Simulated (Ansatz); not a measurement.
# Al6N6O: the cost of one run

Method: DFT LDA, scalar-relativistic, plane waves, PAW, in Ansatz 0.2.0.

13 further runs of the same task are left out: 13 set aside as unsound or not needed.

## 1. The starting structure

Symmetry: P6_3mc, No. 186, hexagonal system. Conventional cell: a = 3.089 Å, b = 3.089 Å, c = 4.943 Å, α = 90.00°, β = 90.00°, γ = 120.00°. Al (site symmetry 3m) is surrounded by 4 N at 1.88 to 1.89 Å. Around N (site symmetry 3m) lie 4 Al at 1.88 to 1.89 Å.

As a file:

```xyz
4
Lattice="3.0888 0.0000 0.0000 -1.5444 2.6750 0.0000 0.0000 0.0000 4.9430" Properties=species:S:1:pos:R:3 pbc="T T T"
Al    0.0000    1.7833    0.0074
Al    1.5444    0.8917    2.4789
N     0.0000    1.7833    1.8956
N     1.5444    0.8917    4.3671
```

It is the result of an earlier relaxation at this level (volume 10.21 Å³/atom; gap on the mesh: 4.42 eV).

## 2. Plan of the line

Atoms count from 1 in the order of the input.

A guest moved over a lattice plane through the rigid host; the plane is (1 0 0) of the conventional cell, half-way across the widest gap between atomic layers, origin above Al4.

First coordinate, place of O13 along a1: 8 values from 0.000 to 0.875, periodic. Second coordinate, place of O13 along a2: 8 values from 0.000 to 0.875, periodic.

Nothing else is relaxed (host rigid, guest held in the plane). Points are written as (first, second).

The two vectors of the plane (Å): (1.544, -2.675, 0.000); (0.000, 0.000, -4.943).

## 3. The run at (0/8, 2/8) of the map's two axes

input.yaml reads:

```yaml
crystal:
  lattice:
    - [-4.6332595461, -2.6750136462, 0.0]
    - [-4.6332595461, 2.6750136462, 0.0]
    - [-3.0888396974, 0.0, -4.9429778715]
  atoms:
    - { symbol: Al, position: [0.333832851, 0.0004995176, 0.9985014471] }
    - { symbol: Al, position: [0.0004995176, 0.6671661843, 0.9985014471] }
    - { symbol: Al, position: [0.6671661843, 0.333832851, 0.9985014471] }
    - { symbol: Al, position: [0.5004995176, 0.833832851, 0.4985014471] }
    - { symbol: Al, position: [0.1671661843, 0.5004995176, 0.4985014471] }
    - { symbol: Al, position: [0.833832851, 0.1671661843, 0.4985014471] }
    - { symbol: "N", position: [0.461167149, 0.1278338157, 0.6164985529] }
    - { symbol: "N", position: [0.1278338157, 0.7945004824, 0.6164985529] }
    - { symbol: "N", position: [0.7945004824, 0.461167149, 0.6164985529] }
    - { symbol: "N", position: [0.6278338157, 0.961167149, 0.1164985529] }
    - { symbol: "N", position: [0.2945004824, 0.6278338157, 0.1164985529] }
    - { symbol: "N", position: [0.961167149, 0.2945004824, 0.1164985529] }
    - { symbol: O, position: [0.2504367875, 0.7504995176, 0.7485014471] }
total_charge: -2
basis:
  ecutwfc: 420
kpoints:
  mp_grid: { grid: [6, 6, 4] }
hamiltonian:
  xc: lda
scf:
  occupations: { method: gaussian, width: 0.05 }
output:
  forces: true
  stress: true
  eigenvalues: true
  write_density: true
  write_potential: true
  elf: true
  volumetric_format: npy
```

Launch:

```
> ansatz run input.yaml --threads 4 --pin off --max-ram 8192MiB --backend cpu --events-out ev --progress --plain --runs-dir out
```

Q: Estimate wall time and peak memory on 4 threads of Intel Xeon Platinum 8375C at 2.90GHz (Ice Lake), shared host.

About 26 s, with a peak of 0.63 GiB.
